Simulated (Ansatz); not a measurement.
# ClGeH: the cost of one run

Program: the Python package of Ansatz 0.2.0. Level of theory: PBE0+D3(BJ)/def2-SVP. These are calculated values, not measurements.

### 1 Starting point

Bond lengths: Cl1–Ge2 2.229 Å, Ge2–H3 1.555 Å. Angles: Cl1–Ge2–H3 111.2°.

No structure file is read: the coordinates are typed or built in the script.

### 2 Script

File clgeh_relaxed_scan.py:

```python
import ansatz
import numpy as np

geometry = (
    ansatz.Crystal.molecule()
    .atom("Cl", (1.2732, -1.056, 0.5736))
    .atom("Ge", (-0.5981, -0.2781, -0.3546))
    .atom("H", (-0.686, 1.2694, -0.2323))
)

setup = (
    geometry.calculation()
    .basis(gaussian="def2-SVP")
    .functional("pbe0", dispersion="d3bj")
)
symbols = [site.symbol for site in geometry.cartesian_sites]
pairs = [(0, 1), (1, 2)]
print("held (A)   E (eV)        ", "  ".join(f"{symbols[i]}{i}-{symbols[j]}{j}" for i, j in pairs))
for length in [1.43, 1.55, 1.68, 1.87, 2.1]:
    rep = setup.relax(constraints=[ansatz.DistanceConstraint((1, 2), at=length)], force_tolerance=0.02, max_steps=60).run(threads=1).report
    xyz = np.array(rep["positions_ang"])
    print(f"{length:6.2f} {rep['free_energy_ev']:14.5f}  ", "  ".join(f"{np.linalg.norm(xyz[i] - xyz[j]):.3f}" for i, j in pairs))
```

### 3 The run

Run with:

```console
python clgeh_relaxed_scan.py
```

Q: Estimate wall time and peak memory on 1 thread of Arm Neoverse V1, shared host.

About 34 s, with a peak of 0.18 GiB.
